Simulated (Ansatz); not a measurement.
Turn this script for the Python package of Ansatz (0.2.0) into the input file that the command-line program reads.

`opt_c4h7fse.py`
```python
"""Minimum-energy structure of C4H7FSe."""

import itertools

import ansatz as az
from ase.data import atomic_numbers, covalent_radii
import numpy as np

geometry_ang = [
    ("C", (-1.6874, -0.3309, 0.2746)),
    ("C", (-0.2911, 0.127, 0.689)),
    ("C", (0.5203, 0.7172, -0.4621)),
    ("C", (1.6158, -0.3388, -0.4561)),
    ("F", (2.8431, 0.1995, -0.1126)),
    ("Se", (0.8878, -1.3896, 1.0102)),
    ("H", (-2.1795, -0.8424, 1.1281)),
    ("H", (-1.6335, -1.0351, -0.5833)),
    ("H", (-2.3003, 0.5486, -0.0151)),
    ("H", (-0.323, 0.8066, 1.5681)),
    ("H", (0.9125, 1.7257, -0.207)),
    ("H", (-0.0279, 0.7279, -1.4298)),
    ("H", (1.6632, -0.9158, -1.4039)),
]
mol = az.Crystal.molecule()
for symbol, xyz in geometry_ang:
    mol = mol.atom(symbol, xyz)

calculation = (
    mol.calculation()
    .basis(gaussian="def2-SVP")
    .functional("pbe0")
)
symbols = [site.symbol for site in mol.cartesian_sites]
start = np.array([site.position_ang for site in mol.cartesian_sites], dtype=float)
def progress(event):
    if event["event"] == "relax_step":
        row = event["data"]
        print(f"step {row['step']:3d}  E = {row['lagrangian_ev']:.6f} eV  largest force component {row['allowed_force_max_ev_ang']:.4f} eV/A")


rep = calculation.relax(force_tolerance=0.005, max_steps=100).session().plan().execute(on_event=progress).report
end = np.array(rep["positions_ang"])

for key in ("converged", "free_energy_ev", "reference_energy_ev", "n_frozen", "n_occupied", "n_virtual"):
    print(f"{key:22s} {rep[key]}")

# pairs closer than 1.2 times the sum of covalent radii, before or after
radius = [covalent_radii[atomic_numbers[s]] for s in symbols]
span = lambda where, i, j: np.linalg.norm(where[i] - where[j])
bonded = [(i, j) for i, j in itertools.combinations(range(len(symbols)), 2) if min(span(start, i, j), span(end, i, j)) < 1.2 * (radius[i] + radius[j])]
print("pair        before    after (A)")
for i, j in bonded:
    print(f"{symbols[i]}{i}-{symbols[j]}{j}".ljust(10), f"{span(start, i, j):8.4f} {span(end, i, j):8.4f}")
for first, second in list(itertools.combinations(bonded, 2)):
    shared = set(first) & set(second)
    if shared and symbols[(j := shared.pop())] != "H":
        i, k = sorted((set(first) | set(second)) - {j})
        u, v = end[i] - end[j], end[k] - end[j]
        angle = np.degrees(np.arccos(np.clip(u @ v / np.linalg.norm(u) / np.linalg.norm(v), -1, 1)))
        print(f"final angle {symbols[i]}{i}-{symbols[j]}{j}-{symbols[k]}{k}: {angle:.2f} deg")

charges = rep["charge_distribution"]
dipole = np.array(charges["dipole_moment_e_ang"]) * 4.803205
print("dipole (D): {:.3f} {:.3f} {:.3f}, length {:.3f}".format(*dipole, np.linalg.norm(dipole)))
print("atom  Mulliken   Lowdin")
for symbol, m, l in zip(symbols, charges["mulliken_charges_e"], charges["lowdin_charges_e"]):
    print(f"{symbol:4s} {m:9.3f} {l:8.3f}")
with open("c4h7fse_opt.xyz", "w") as handle:
    handle.write(f"{len(symbols)}\nrelaxed C4H7FSe\n")
    handle.writelines(f"{s:2s} {x:11.6f} {y:11.6f} {z:11.6f}\n" for s, (x, y, z) in zip(symbols, end))
```

```console
$ python opt_c4h7fse.py
step   1  E = -72299.421177 eV  largest force component 1.6790 eV/A
step   2  E = -72299.585863 eV  largest force component 0.4222 eV/A
step   3  E = -72299.606414 eV  largest force component 0.2536 eV/A
step   4  E = -72299.609085 eV  largest force component 0.0411 eV/A
step   5  E = -72299.609676 eV  largest force component 0.0185 eV/A
step   6  E = -72299.610666 eV  largest force component 0.0871 eV/A
step   7  E = -72299.610859 eV  largest force component 0.3192 eV/A
step   8  E = -72299.614507 eV  largest force component 0.1690 eV/A
step   9  E = -72299.623349 eV  largest force component 0.0315 eV/A
step  10  E = -72299.624090 eV  largest force component 0.3384 eV/A
step  11  E = -72299.630219 eV  largest force component 0.0953 eV/A
step  12  E = -72299.631439 eV  largest force component 0.0601 eV/A
step  13  E = -72299.632004 eV  largest force component 0.0084 eV/A
step  14  E = -72299.632075 eV  largest force component 0.0073 eV/A
step  15  E = -72299.632082 eV  largest force component 0.0041 eV/A
converged              True
free_energy_ev         -72299.63210687684
reference_energy_ev    -72299.63210687684
n_frozen               0
n_occupied             [37, 37]
n_virtual              [100, 100]
pair        before    after (A)
C0-C1        1.5268   1.5071
C0-H6        1.1101   1.1006
C0-H7        1.1112   1.1010
C0-H8        1.1104   1.1036
C1-C2        1.5270   1.5350
C1-Se5       1.9476   1.9948
C1-H9        1.1116   1.1001
C2-C3        1.5216   1.5241
C2-H10       1.1117   1.1030
C2-H11       1.1122   1.1013
C3-F4        1.3835   1.3634
C3-Se5       1.9453   1.9712
C3-H12       1.1106   1.1002
final angle C1-C0-H6: 111.57 deg
final angle C1-C0-H7: 111.22 deg
final angle C1-C0-H8: 110.16 deg
final angle C0-C1-C2: 117.72 deg
final angle C0-C1-Se5: 117.00 deg
final angle C0-C1-H9: 111.08 deg
final angle H6-C0-H7: 108.09 deg
final angle H6-C0-H8: 107.41 deg
final angle H7-C0-H8: 108.25 deg
final angle C2-C1-Se5: 90.60 deg
final angle C2-C1-H9: 111.36 deg
final angle C1-C2-C3: 100.18 deg
final angle C1-C2-H10: 115.53 deg
final angle C1-C2-H11: 110.18 deg
final angle Se5-C1-H9: 107.27 deg
final angle C1-Se5-C3: 72.55 deg
final angle C3-C2-H10: 112.70 deg
final angle C3-C2-H11: 109.75 deg
final angle C2-C3-F4: 112.21 deg
final angle C2-C3-Se5: 91.83 deg
final angle C2-C3-H12: 117.12 deg
final angle H10-C2-H11: 108.25 deg
final angle F4-C3-Se5: 112.89 deg
final angle F4-C3-H12: 108.11 deg
final angle Se5-C3-H12: 114.14 deg
dipole (D): -1.747 0.866 -1.182, length 2.281
atom  Mulliken   Lowdin
C        0.007    0.009
C       -0.316   -0.142
C        0.028   -0.043
C        0.106   -0.115
F       -0.242    0.040
Se      -0.009    0.194
H        0.056    0.011
H        0.047    0.006
H        0.052    0.014
H        0.089    0.009
H        0.061    0.016
H        0.053    0.021
H        0.066   -0.020
```

`input.yaml`:
```yaml
crystal:
  periodic: [false, false, false]
  atoms:
    - { symbol: C, position_ang: [-1.6874, -0.3309, 0.2746] }
    - { symbol: C, position_ang: [-0.2911, 0.127, 0.689] }
    - { symbol: C, position_ang: [0.5203, 0.7172, -0.4621] }
    - { symbol: C, position_ang: [1.6158, -0.3388, -0.4561] }
    - { symbol: F, position_ang: [2.8431, 0.1995, -0.1126] }
    - { symbol: Se, position_ang: [0.8878, -1.3896, 1.0102] }
    - { symbol: H, position_ang: [-2.1795, -0.8424, 1.1281] }
    - { symbol: H, position_ang: [-1.6335, -1.0351, -0.5833] }
    - { symbol: H, position_ang: [-2.3003, 0.5486, -0.0151] }
    - { symbol: H, position_ang: [-0.323, 0.8066, 1.5681] }
    - { symbol: H, position_ang: [0.9125, 1.7257, -0.207] }
    - { symbol: H, position_ang: [-0.0279, 0.7279, -1.4298] }
    - { symbol: H, position_ang: [1.6632, -0.9158, -1.4039] }
basis:
  gaussian:
    orbitals: def2-SVP
hamiltonian:
  xc: pbe0
relax:
  f_tol: 0.005
  max_steps: 100
```

The settings weren't tested for convergence. The end point is the stationary point reached from this start; no frequency run checks that it is a minimum, and the basis set is modest. The Löwdin charges here are taken after orthogonalising the functions within each atom; they differ from plain Löwdin charges, and their signs can be unphysical. Wall time of the script: 2.8 min on 1 thread of Arm Neoverse V1 (shared host), peak memory 0.46 GiB.

(Lines on the test bed's own set-up are left out of the output.)
